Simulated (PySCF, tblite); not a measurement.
# C₂H₁₁NSi₃: geometry, infrared bands and NMR shifts

Wanted: the infrared bands and NMR shifts of C₂H₁₁NSi₃ (`C[C@H]1[SiH2][Si@@H](N)[SiH2]1`), by calculation.

Computed with tblite 0.8.0 and PySCF 2.14.0, with density-fitted response routines of our own, on a single molecule in the gas phase. Atoms are numbered from 0 throughout.

**1. The starting structure**

17 atoms, charge 0, multiplicity 1; geometry from: force field or distance geometry start.

Bonds of the start (Å): C0–C1 1.52, C1–Si2 1.88, Si2–Si3 2.22, Si3–N4 1.78, Si3–Si5 2.21, Si5–C1 1.86, C0–H6 1.12, C0–H7 1.11, C0–H8 1.11, C1–H9 1.11, Si2–H10 1.48, Si2–H11 1.46, Si3–H12 1.44, N4–H13 1.04, N4–H14 1.02, Si5–H15 1.47, Si5–H16 1.45.

**2. Geometry optimisation with GFN2-xTB**

The job: settings as JSON, then the geometry in Å.

```
{"job": {"kind": "relax", "xc": "GFN2-xTB", "basis": "xTB"}, "charge": 0, "multiplicity": 1}
C     -1.564100    -0.890500     0.864200
C     -1.288600     0.434600     0.181900
Si     0.191700     1.365800     0.858900
Si     1.562600     0.352600    -0.561800
N      2.251600    -1.160800     0.064100
Si    -0.452800     0.253300    -1.470700
H     -2.428900    -1.356500     0.317300
H     -0.724800    -1.610200     0.772900
H     -1.841300    -0.780500     1.937600
H     -2.230200     1.022500     0.149200
H      0.072200     2.810000     0.555100
H      0.442600     1.118100     2.274000
H      2.478200     1.224300    -1.256100
H      3.277800    -1.253000    -0.065600
H      1.701400    -2.004100    -0.124400
H     -0.675900     1.447700    -2.305200
H     -0.778600    -0.961300    -2.201500
```

Run with:

```sh
> OMP_NUM_THREADS=1 python probes_run.py task.json out
```

This one command runs all jobs of the session in turn.

**Question.** This job is followed by: GFN2-xTB harmonic vibrations, gas phase; GIAO PBE0/pcSseg-1 NMR shielding, non-relativistic, gas phase. What will the session give for the following? strongest single infrared mode (GFN2-xTB); zero-point energy (GFN2-xTB); 13C shifts against TMS (PBE0/pcSseg-1); 1H shifts against TMS (PBE0/pcSseg-1, means over atoms taken as alike); 29Si shifts against TMS (PBE0/pcSseg-1, means over atoms taken as alike); 15N shifts against NH3 (PBE0/pcSseg-1); surface potential, 1st and 99th percentile.

As calculated:

```
                                                                quantity                                   value
                               strongest single infrared mode (GFN2-xTB)                   2164 cm⁻¹, 892 km/mol
                                            zero-point energy (GFN2-xTB)                           75.5 kcal/mol
                                  13C shifts against TMS (PBE0/pcSseg-1)                           21.9, 2.3 ppm
  1H shifts against TMS (PBE0/pcSseg-1, means over atoms taken as alike)  5.78, 4.68, 4.36, 1.46, 1.05, 0.00 ppm
29Si shifts against TMS (PBE0/pcSseg-1, means over atoms taken as alike)                        -20.3, -41.0 ppm
                                  15N shifts against NH3 (PBE0/pcSseg-1)                                 9.6 ppm
                                   surface potential, 1st and 99th percentile                      -1.15 V and 1.52 V
```

What this shows: Over 146 steps the energy fell by 0.958 eV; of the close pairs, Si2–Si3 changed most, 2.219 to 2.350 Å. No mode is imaginary among the 45: a minimum at this level. The strongest single mode, at 2164 cm⁻¹, moves mainly H16. GFN2-xTB is a fitted tight-binding method: band positions and strengths are rough. Its intensities can rank the bands wrongly. At PBE0/pcSseg-1, counted by nearest atom on the grid, the HOMO lies on N4 30 %; Si2 20 %, the LUMO on Si3 22 %; H12 12 %.
